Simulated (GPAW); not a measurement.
# SiF (Pm-3m) in GPAW: convergence with density grid spacing (A)

Aim: find how far density grid spacing (A) must go before the results for SiF settle, at PBE. This setting moves, with any that are tied to it; all else stays.

Everything below comes from runs of GPAW 26.7.0. Logs are shortened: lines on timing, memory, paths and dates and some standing lists are left out, and cuts for length are marked. The log counts tension as positive stress, the text compression.

### 1 The structure

The structure is cubic, space group Pm-3m (No. 221). Conventional cell: a = 3.029 Å, b = 3.029 Å, c = 3.029 Å, α = 90.00°, β = 90.00°, γ = 90.00°. Si (site symmetry m-3m) has 8 F at 2.62 Å as nearest neighbours. Around F (site symmetry m-3m) lie 8 Si at 2.62 Å.

The cell was built by a generator and needn't be a form met in nature.

### 2 With density grid spacing (A) 0.24

run.py reads:

```python
from ase import Atoms
from ase.dft.bandgap import bandgap
from ase.io import write
from ase.units import GPa
from gpaw import GPAW, PW

atoms = Atoms(['Si', 'F'],
              cell=[[3.0286, 0.0, 0.0],
                    [0.0, 3.0286, 0.0],
                    [0.0, 0.0, 3.0286]],
              scaled_positions=[[0.5, 0.5, 0.5],
                                [0.0, 0.0, 0.0]],
              pbc=True)

calc = GPAW(mode=PW(800),
            h=0.24,
            xc='PBE',
            kpts={'size': (9, 9, 9), 'gamma': True},
            occupations={'name': 'fermi-dirac', 'width': 0.05},
            nbands=13,
            convergence={'density': 1e-05, 'energy': 1e-05},
            maxiter=100,
            txt='gpaw.txt')
atoms.calc = calc
energy = atoms.get_potential_energy()
forces = atoms.get_forces()
stress = atoms.get_stress()
calc.write('gs.gpw')
write('result.traj', atoms)
print(f'Energy: {energy:.6f} eV')
print('Forces (eV/A):')
print(forces.round(4))
print('Stress (GPa):', (stress / GPa).round(3))
print('Fermi level:', round(calc.get_fermi_level(), 4), 'eV')
print(f'Gap: {bandgap(calc)[0]:.4f} eV, direct: {bandgap(calc, direct=True)[0]:.4f} eV')
```

Potentials or basis: GPAW PAW data sets (gpaw-data 1.2.1), pw.

Run with:

```bash
$ OMP_NUM_THREADS=1 python run.py
```

gpaw.txt:

```text
__  _  _
 | _ |_)|_||  |
 |__||  | ||/\| - 26.7.0

Input parameters:
  mode=PW(ecut=800.0),
  convergence={'density': 1e-05, 'energy': 1e-05},
  h=0.24,
  kpts=MonkhorstPack(size=(9, 9, 9), gamma=True),
  maxiter=100,
  nbands=13,
  occupations=Occupations(name='fermi-dirac', width=0.05),
  xc=XC(name='PBE')

Diagonalizing LCAO Hamiltonian
Converting LCAO to pw mode
   .------.
  /|      |
 * |      |
 | | Si   |
 | .------.
 |/      /
 F------*

Atoms  # Å, Bohr magnetons
|   | symbol |        x |        y |        z |    initial magnetic moments |
|---|--------|----------|----------|----------|-----------------------------|
| 0 |     Si | 1.514300 | 1.514300 | 1.514300 | ( 0.0000,  0.0000,  0.0000) |
| 1 |      F | 0.000000 | 0.000000 | 0.000000 | ( 0.0000,  0.0000,  0.0000) |

Unit cell  # Å
| periodic |        x |        y |        z |  lengths |    angles |
|----------|----------|----------|----------|----------|-----------|
|      yes | 3.028600 | 0.000000 | 0.000000 | 3.028600 | 90.000000 |
|      yes | 0.000000 | 3.028600 | 0.000000 | 3.028600 | 90.000000 |
|      yes | 0.000000 | 0.000000 | 3.028600 | 3.028600 | 90.000000 |

Number of symmetries: 48
Symmetry operations  # r_c * U_cc + t_c -> r_c
|    | kind |            matrix            |
|----|------|------------------------------|
|  0 |  E   |  1, 0, 0,  0, 1, 0,  0, 0, 1 |
|  1 |  σ   |  1, 0, 0,  0, 1, 0,  0, 0,-1 |
|  2 |  σ   |  1, 0, 0,  0, 0, 1,  0, 1, 0 |
|  3 |  C4  |  1, 0, 0,  0, 0, 1,  0,-1, 0 |
|  4 |  C4  |  1, 0, 0,  0, 0,-1,  0, 1, 0 |
|  5 |  σ   |  1, 0, 0,  0, 0,-1,  0,-1, 0 |
|  6 |  σ   |  1, 0, 0,  0,-1, 0,  0, 0, 1 |
|  7 |  C2  |  1, 0, 0,  0,-1, 0,  0, 0,-1 |
|  8 |  σ   |  0, 1, 0,  1, 0, 0,  0, 0, 1 |
|  9 |  C2  |  0, 1, 0,  1, 0, 0,  0, 0,-1 |
| 10 |  C3  |  0, 1, 0,  0, 0, 1,  1, 0, 0 |
| 11 |  S6  |  0, 1, 0,  0, 0, 1, -1, 0, 0 |
| 12 |  S6  |  0, 1, 0,  0, 0,-1,  1, 0, 0 |
| 13 |  C3  |  0, 1, 0,  0, 0,-1, -1, 0, 0 |
| 14 |  C4  |  0, 1, 0, -1, 0, 0,  0, 0, 1 |
| 15 |  S4  |  0, 1, 0, -1, 0, 0,  0, 0,-1 |
| 16 |  C3  |  0, 0, 1,  1, 0, 0,  0, 1, 0 |
| 17 |  S6  |  0, 0, 1,  1, 0, 0,  0,-1, 0 |
[... 139 lines left out ...]
  Good broyden scale: 1.0
  Trust region scale: 1.0
  Backstep threshold: 4.0
  History deletion threshold: 6.0
  Fourier metric: weight=20.0, sigma=0.015

occupation numbers:
  Fermi-Dirac:
    width: 0.0500  # eV

poisson solver:
  ecut: 6400.0  # eV

xc functional:
  name: PBE with 2 nearest neighbor stencil

convergence criteria:
- Maximum integral of absolute [dens]ity change: 1e-05 electrons / valence electron
- Maximum [total energy] change in last 3 cyles: 1e-05 eV / valence electron
- Maximum integral of absolute [eigenst]ate change: 4e-08 eV^2 / valence electron
maximum number of iterations: 100

SCF iterations
|iter     | |      energy | eigst |  dens |
|---------|-|-------------|-------|-------|
|iter:   1| |   -8.409309 | -0.17 |       |
|iter:   2| |   -8.204651 | -2.32 | -1.03 |
|iter:   3| |   -7.760815 | -0.83 | -1.09 |
|iter:   4| |   -7.746233 | -2.27 | -1.65 |
|iter:   5| |   -7.744586 | -3.45 | -1.87 |
|iter:   6| |   -7.743980 | -4.11 | -2.55 |
|iter:   7| |   -7.744071 | -5.12 | -2.93 |
|iter:   8| |   -7.744042c| -6.16 | -3.56 |
|iter:   9| |   -7.744044c| -7.70c| -4.63 |
|iter:  10| |   -7.744043c| -8.65c| -5.08c|

Converged in 10 steps
Energy contributions relative to reference atoms: (reference = -10600.425035)

Energy contributions:
  Kinetic:           7.208400
  Coulomb:          -7.574465
  Zero:              0.184101
  External:          0.000000
  Xc:               -7.553230
  Entropy:          -0.017700
  Spinorbit:         0.000000
  ----------------------------
  Free energy:      -7.752893
  Extrapolated:     -7.744043

dipole moment: (-9.074386, -9.074386, -9.074386)  # |e|*Ang

Fermi level: 5.839
Eigenvalues  # (at kpt = [0.000, 0.000, 0.000])
| band index |      eig [eV] | occ [0-2] |
|------------|---------------|-----------|
|          0 |       -18.305 |     2.000 |
|          1 |        -3.136 |     2.000 |
|          2 |         0.615 |     2.000 |
|          3 |         0.615 |     2.000 |
|          4 |         0.615 |     2.000 |
|          5 |        10.991 |     0.000 |
|          6 |        10.991 |     0.000 |
|          7 |        10.991 |     0.000 |
|          8 |        11.659 |     0.000 |
|          9 |        11.659 |     0.000 |
|         10 |        21.865 |     0.000 |
|         11 |        22.816 |     0.000 |
|         12 |        22.816 |     0.000 |

No gap
No difference between direct/indirect transitions

Forces  # eV/Ang
|        x |        y |        z |
|----------|----------|----------|
|  0.00000 |  0.00000 |  0.00000 |  # Si   0
| -0.00000 | -0.00000 | -0.00000 |  # F    1

Stress tensor  # eV/Ang^3
|         x |         y |        z |
|-----------|-----------|----------|
|  0.001313 | -0.000000 | 0.000000 |
| -0.000000 |  0.001313 | 0.000000 |
|  0.000000 |  0.000000 | 0.001313 |

# Writing to gs.gpw (mode='')
```

stdout:

```text
Energy: -7.744043 eV
Forces (eV/A):
[[ 0.  0.  0.]
 [-0. -0. -0.]]
Stress (GPa): [ 0.21  0.21  0.21  0.    0.   -0.  ]
Fermi level: 5.839 eV
Gap: 0.0000 eV, direct: 0.0000 eV
```

Wall time 6.3 s (1 thread of Arm Neoverse V2, shared host); peak memory 0.14 GiB.

What came out:

```
Free energy            : -7.7529 eV
Pressure               : -0.2 GPa
Band gap on the k mesh : none (metal or under the smearing width)
```

### 3 With density grid spacing (A) 0.2

run.py, as its differences from that of step 2:

```diff
@@ -15,3 +15,3 @@
 calc = GPAW(mode=PW(800),
-            h=0.24,
+            h=0.2,
             xc='PBE',
```

Potentials or basis: GPAW PAW data sets (gpaw-data 1.2.1), pw.

Run with:

```bash
$ OMP_NUM_THREADS=1 python run.py
```

Wall time 6.7 s (1 thread of Arm Neoverse V2, shared host); peak memory 0.14 GiB.

What came out:

| Quantity | Value |
| --- | --- |
| Free energy | -7.7309 eV |
| Pressure | -0.5 GPa |
| Band gap on the k mesh | none (metal or under the smearing width) |

### 4 With density grid spacing (A) 0.17

run.py, as its differences from that of step 3:

```diff
@@ -15,3 +15,3 @@
 calc = GPAW(mode=PW(800),
-            h=0.2,
+            h=0.17,
             xc='PBE',
```

Run with:

```bash
$ OMP_NUM_THREADS=1 python run.py
```

Run time: 8.5 s. Hardware: 1 thread of Arm Neoverse V2, shared host; peak memory 0.14 GiB.

Results:

```
Free energy            : -7.7230 eV
Pressure               : -0.8 GPa
Band gap on the k mesh : none (metal or under the smearing width)
```

### 5 With density grid spacing (A) 0.15

run.py, as its differences from that of step 4:

```diff
@@ -15,3 +15,3 @@
 calc = GPAW(mode=PW(800),
-            h=0.17,
+            h=0.15,
             xc='PBE',
```

Run with:

```bash
$ OMP_NUM_THREADS=1 python run.py
```

Wall time 12 s (1 thread of Arm Neoverse V2, shared host); peak memory 0.15 GiB.

Results (log left out):

```
Free energy            : -7.7219 eV
Pressure               : -0.8 GPa
Band gap on the k mesh : none (metal or under the smearing width)
```

### 6 With density grid spacing (A) 0.13

run.py, as its differences from that of step 5:

```diff
@@ -15,3 +15,3 @@
 calc = GPAW(mode=PW(800),
-            h=0.15,
+            h=0.13,
             xc='PBE',
```

Potentials or basis: GPAW PAW data sets (gpaw-data 1.2.1), pw.

Run with:

```bash
$ OMP_NUM_THREADS=1 python run.py
```

Run time: 13 s. Hardware: 1 thread of Arm Neoverse V2, shared host; peak memory 0.15 GiB.

Results (log left out):

```yaml
Free_energy: -7.7216 eV
Pressure: -0.8 GPa
Band_gap_on_the_k_mesh: none (metal or under the smearing width)
```

### 7 With density grid spacing (A) 0.11

run.py, as its differences from that of step 6:

```diff
@@ -15,3 +15,3 @@
 calc = GPAW(mode=PW(800),
-            h=0.13,
+            h=0.11,
             xc='PBE',
```

Run with:

```bash
$ OMP_NUM_THREADS=1 python run.py
```

Wall time 19 s (1 thread of Arm Neoverse V2, shared host); peak memory 0.16 GiB.

The run converged. Its results:

```yaml
Free_energy: -7.7215 eV
Pressure: -0.8 GPa
Band_gap_on_the_k_mesh: none (metal or under the smearing width)
```

### 8 With density grid spacing (A) 0.09

run.py, as its differences from that of step 7:

```diff
@@ -15,3 +15,3 @@
 calc = GPAW(mode=PW(800),
-            h=0.11,
+            h=0.09,
             xc='PBE',
```

Run with:

```bash
$ OMP_NUM_THREADS=1 python run.py
```

Run time: 35 s. Hardware: 1 thread of Arm Neoverse V2, shared host; peak memory 0.2 GiB.

The run converged. Its results:

| Quantity | Value |
| --- | --- |
| Free energy | -7.7213 eV |
| Pressure | -0.8 GPa |
| Band gap on the k mesh | none (metal or under the smearing width) |

### 9 The series at a glance

```
density grid spacing (A)  energy less the tightest run, at zero smearing (meV/atom)  pressure (GPa)  SCF cycles  CPU time (s)  peak memory (GiB)
                    0.24                                                     -15.78           -0.21          10           6.3               0.14
                     0.2                                                      -4.77           -0.52          10           6.7               0.14
                    0.17                                                      -0.85           -0.75          10           8.5               0.14
                    0.15                                                      -0.26           -0.79          10            11               0.15
                    0.13                                                      -0.14           -0.80          10            13               0.15
                    0.11                                                      -0.06           -0.80          10            19               0.16
                    0.09                                                       0.00           -0.80          10            35                0.2
```

Against the tightest run, the energy stays within 1 meV/atom from 0.17 on; the pressure stays within 0.1 GPa from 0.17 on. The tightest run that finished is the yardstick and may itself not be fully converged.

Caveats: an odd number of electrons without spin polarisation forces a metal; a magnetic or distorted state may lie lower.
